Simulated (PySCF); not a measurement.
# SiNI: structure of the singlet

The task is one start of a wider search on SiNI: the singlet, from a linear start. It is relaxed, tested by its Hessian and followed downhill if it is a saddle.

Computed with PySCF 2.14.0. Level: PBE0, basis Si def2-TZVP, N def2-TZVP, I def2-TZVP with ECP28, scalar-relativistic core potentials, no spin–orbit coupling, density fitting.

## Step 1: The system as given

3 atoms, charge 0, spin multiplicity 1.

Bond lengths: Si1–N2 1.670 Å, Si1–I3 2.490 Å. Angles: N2–Si1–I3 180.0°.

Z-matrix (Å, degrees; charge 0 multiplicity 1):
```
Si
N  1 1.6700
I  1 2.4900 2 180.00
```

## Step 2: Relaxation: linear start, singlet

The steps below are one call of a driver around PySCF. For each, scf.py gives the equivalent set-up of the SCF; relaxations use the driver's own optimiser. Before each start the driver seeks the lowest SCF state from one or more starting densities and follows internal instabilities, so scf.py alone need not reach the same state.

The program finds C∞v symmetry in the start, which this walk keeps.

Input file scf.py:

```python
from pyscf import gto, scf, dft
mol = gto.M(atom='''
Si     0.000000     0.000000    -1.732587
N      0.000000     0.000000    -3.402587
I      0.000000     0.000000     0.757413''',
    basis={'Si': 'def2-TZVP', 'N': 'def2-TZVP', 'I': 'def2-TZVP'},
    ecp={'I': 'def2-TZVP'},
    charge=0, spin=0)
mf = dft.RKS(mol, xc='PBE0')
mf.grids.atom_grid = (50, 194)
aux = {'Si': 'def2-universal-JKFIT', 'N': 'def2-universal-JKFIT', 'I': 'def2-universal-JKFIT'}
mf = mf.density_fit(auxbasis=aux)
mf.kernel()
```

The runs that follow: Vibrations and properties at this point.

What does the calculation give? Wanted: minimum; geometry; wavenumbers; dipole moment; highest occupied, lowest empty level; polar-tensor charge of Si1; zero-point energy; atomisation energy.

As calculated:

| quantity | value |
| --- | --- |
| minimum | singlet, C∞v |
| geometry | Si–I 2.384 Å, Si–N 1.560 Å; I–Si–N 180.0° |
| wavenumbers (cm⁻¹) | 120 (π), 328 (σ+), 1259 (σ+) |
| dipole moment | 5.28 D |
| highest occupied, lowest empty level | -7.61, -3.44 eV |
| polar-tensor charge of Si1 | +0.48 e |
| zero-point energy | 10.9 kJ/mol |
| entropy at 298.15 K | 280.5 J/(mol K) |
| atomisation energy (no zero-point energy) | 629 kJ/mol |

**Reading.** The linear start keeps its C∞v symmetry and ends in a minimum. The strongest infrared band lies at 120 cm⁻¹ (π, bend). With 5.3 D the molecule is strongly polar. Other starts or spin states, not run here, may lie lower. Spin–orbit coupling is left out.
